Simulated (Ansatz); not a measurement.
**Ga3SbAs2: what a guessed cell relaxes into**

Aim: relax a trial structure of Ga3SbAs2 and see where it ends.

Computed with Ansatz 0.2.0 (DFT PBE, scalar-relativistic, plane waves, PAW, unless a step's input says otherwise).

1 further run of the same task is left out (it didn't finish).

### Step 1. The starting structure

It takes space group I-4m2 (No. 119, tetragonal). Conventional cell: a = 3.977 Å, b = 3.977 Å, c = 16.875 Å, α = 90.00°, β = 90.00°, γ = 90.00°. Around Ga (site symmetry 2mm) lie 2 Sb at 2.44 Å and 2 As at 2.44 Å. Ga (site symmetry -4m2) is surrounded by 4 As at 2.44 Å. Sb (site symmetry -4m2) is surrounded by 4 Ga at 2.44 Å. As (site symmetry 2mm) is surrounded by 4 Ga at 2.44 Å.

As a file:

```xyz
6
Lattice="-1.9887 1.9887 8.4375 1.9887 -1.9887 8.4375 1.9887 1.9887 -8.4375" Properties=species:S:1:pos:R:3 pbc="T T T"
Ga    0.0000    0.0000   14.0625
Ga    0.0000    0.0000    8.4375
Ga    0.0000    0.0000    2.8125
Sb    1.9887    0.0000    4.2187
As    0.0000    1.9887    1.4062
As    0.0000    1.9887    7.0312
```

The start is an ordering of an alloy on its end members' structure types: elements ordered on the sites of the GaAs type, As/Sb on As (I-4m2, No. 119).

### Step 2. The guess as it stands, on a coarse mesh

The input, input.yaml:

```yaml
crystal:
  lattice:
    - [-1.98873659, 1.98873659, 8.43749476]
    - [1.98873659, -1.98873659, 8.43749476]
    - [1.98873659, 1.98873659, -8.43749476]
  atoms:
    - { symbol: Ga, position: [0.83333333, 0.83333333, 0.0] }
    - { symbol: Ga, position: [0.5, 0.5, 0.0] }
    - { symbol: Ga, position: [0.16666667, 0.16666667, 0.0] }
    - { symbol: Sb, position: [0.25, 0.75, 0.5] }
    - { symbol: As, position: [0.58333333, 0.08333333, 0.5] }
    - { symbol: As, position: [0.91666667, 0.41666667, 0.5] }
basis:
  ecutwfc: 420
kpoints:
  mp_grid: { grid: [6, 6, 6] }
hamiltonian:
  xc: pbe
scf:
  occupations: { method: gaussian, width: 0.1 }
  lower_state_search: "off"
output:
  forces: true
  stress: true
  eigenvalues: true
```

The run is started by

```console
$ ansatz run input.yaml --threads 1 --pin off --max-ram 2560MiB --backend cpu --events-out ev --progress --plain --runs-dir out
```

Further runs follow: rough relaxation on the coarse mesh; relaxation on the finer mesh.

Q: Predict the outcome of this session. Wanted: conventional cell; volume; energy over the elements; gap on the mesh.

The runs gave:

| quantity | value |
| --- | --- |
| symmetry at the end (tolerance 0.05 Å) | space group I-4m2 (No. 119) |
| conventional cell | a = 4.176 Å, b = 4.176 Å, c = 17.711 Å, α = 90.00°, β = 90.00°, γ = 90.00° |
| volume | 25.74 Å³/atom |
| energy over the elements | -0.26 eV/atom |
| gap on the mesh | none (metal) |

In words: The space group I-4m2 (No. 119) is kept, and the volume per atom grows by 15.7 % from the first guess. It lies below the elements, which doesn't yet make it stable: competing phases were not computed in this session. No finished test with a distortion of lower symmetry is shown, so the end may be a saddle point. These runs have no spin-orbit coupling; with Sb it would split and shift bands.
